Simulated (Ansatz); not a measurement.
# SiH4O4 (built from SMILES O[Si](O)(O)O): search for a transition state

Aim: find the saddle point of a 1,2-elimination that is to form O2–H4 and break Si1–O2, O3–H4, prove it by its vibrations, and relax downhill on both sides to see what it joins.

Program: Ansatz 0.2.0, Gaussian basis. Level of theory: PBE0-D4, def2-SVP first, then def2-TZVP. These are calculated values, not measurements.

114 further runs of the same task are left out: 114 set aside as unsound or not needed.

### 1 The system as given

The guess: 9 atoms, charge 0, spin multiplicity 1.

Atoms are counted from 1 here; the program's logs count them from 0.

Bond lengths: Si1–O2 1.874 Å, Si1–O3 1.561 Å, Si1–O5 1.628 Å, Si1–O6 1.605 Å, O2–H4 1.219 Å, O2–H7 0.958 Å, O5–H8 0.953 Å, O6–H9 0.955 Å. Angles: O2–Si1–O3 83.2°, O2–Si1–O5 108.1°, O2–Si1–O6 105.8°, O3–Si1–O5 123.6°, O3–Si1–O6 123.2°, O5–Si1–O6 106.9°, Si1–O2–H4 70.8°, Si1–O2–H7 122.1°, H4–O2–H7 119.1°, Si1–O5–H8 118.4°, Si1–O6–H9 119.0°.

As a file:

```mol
H4O4Si
  3D, bonds by distance, orders not assigned

  9  8  0  0  0  0  0  0  0  0999 V2000
   -0.3285   -0.3286   -0.1283 Si  0  0
    1.3343    0.0776    0.6339 O   0  0
   -0.5050   -1.1814    1.1674 O   0  0
    0.7255   -0.6725    1.3775 H   0  0
   -1.1157    1.0705   -0.3994 O   0  0
   -0.0067   -0.9683   -1.5646 O   0  0
    1.5535    0.9592    0.9384 H   0  0
   -1.6204    1.4525    0.3129 H   0  0
   -0.0370   -0.4092   -2.3378 H   0  0
  1  2  8  0
  1  3  8  0
  1  5  8  0
  1  6  8  0
  2  4  8  0
  2  7  8  0
  5  8  8  0
  6  9  8  0
M  END
```

Distances that are to change: O2–H4 1.22 Å, Si1–O2 1.87 Å, O3–H4 1.35 Å.

### 2 Constrained relaxation of the guess

Contents of hold/in.yaml:

```yaml
crystal:
  periodic: [false, false, false]
  atoms:
    - {symbol: Si, position_ang: [-0.328500, -0.328600, -0.128300]}
    - {symbol: O, position_ang: [1.334300, 0.077600, 0.633900]}
    - {symbol: O, position_ang: [-0.505000, -1.181400, 1.167400]}
    - {symbol: H, position_ang: [0.725500, -0.672500, 1.377500]}
    - {symbol: O, position_ang: [-1.115700, 1.070500, -0.399400]}
    - {symbol: O, position_ang: [-0.006700, -0.968300, -1.564600]}
    - {symbol: H, position_ang: [1.553500, 0.959200, 0.938400]}
    - {symbol: H, position_ang: [-1.620400, 1.452500, 0.312900]}
    - {symbol: H, position_ang: [-0.037000, -0.409200, -2.337800]}
basis:
  gaussian: {orbitals: def2-SVP}
hamiltonian: {xc: pbe0, dispersion: d4}
relax: {f_tol: 0.04, max_steps: 150, escape_saddle: false, constraints: [{distance: [1, 3]}, {distance: [0, 1]}, {distance: [2, 3]}]}
```

Command:

```
$ ansatz run in.yaml --threads 4 --pin off --events-out ev --progress --plain --max-ram 9574MiB
```

The runs that follow: Force constants to start from; Saddle search in the small basis; Saddle search in triple zeta; Checking the order of the point; Relaxing after a step of 0.30 Å one way along the mode; Relaxing after a step of 0.30 Å the other way along the mode.

**Question.** What will these runs give? Wanted: imaginary mode; barrier from the start side; barrier from the end side; energy of the step; pairs that change; zero-point energy at the saddle.

As calculated:

| quantity | value |
| --- | --- |
| imaginary mode | 652i cm⁻¹ |
| barrier from the start side | 217.1 kJ/mol |
| barrier from the end side | 7.4 kJ/mol |
| energy of the step | +209.7 kJ/mol |
| pairs that change | O2–H4 formed, Si1–O2 loosened, O3–H4 broken |
| zero-point energy at the saddle | 1.521 eV |

**Reading.** The point has a single imaginary mode (652i cm⁻¹), as a transition state must. It joins the planned start and end. A bond meant to break is only loosened at the end: the products stay bound as an adduct. At PBE0-D4/def2-TZVP the electronic barrier is 217.1 kJ/mol, about 88 kT at 298 K, and the step runs 209.7 kJ/mol uphill. A step off the saddle overshot and began above it in energy, so the link to its end is likely but not proven. Lower complexes than these ends may exist.
